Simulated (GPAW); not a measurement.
The system is SiF.

```
Si F
1.0
     3.02860    0.00000    0.00000
     0.00000    3.02860    0.00000
     0.00000    0.00000    3.02860
Si F
1 1
Direct
  0.50000 0.50000 0.50000
  0.00000 0.00000 0.00000
```

The cell was built by a generator and needn't be a form met in nature.

Base run:

* Program: GPAW 26.7.0
* Functional: PBEsol
* Potentials or basis: PAW data sets generated in the run's folder for this functional
* Cutoff: 800 eV
* Basis: pw
* k mesh: 9 × 9 × 9
* Occupations: fermi-dirac, width 0.05 eV
* Spin: no spin polarisation

Its results: pressure -4.6 GPa.

**Question.** The run is repeated on the same cell with these changes: functional from PBEsol to PW91. What comes out?

**Answer.** Pressure -0.7 GPa.

PW91 binds less tightly than PBEsol, so the same cell stands under more pressure.

Caveats: an odd number of electrons without spin polarisation forces a metal; a magnetic or distorted state may lie lower.

Not every run made on this cell is shown here.
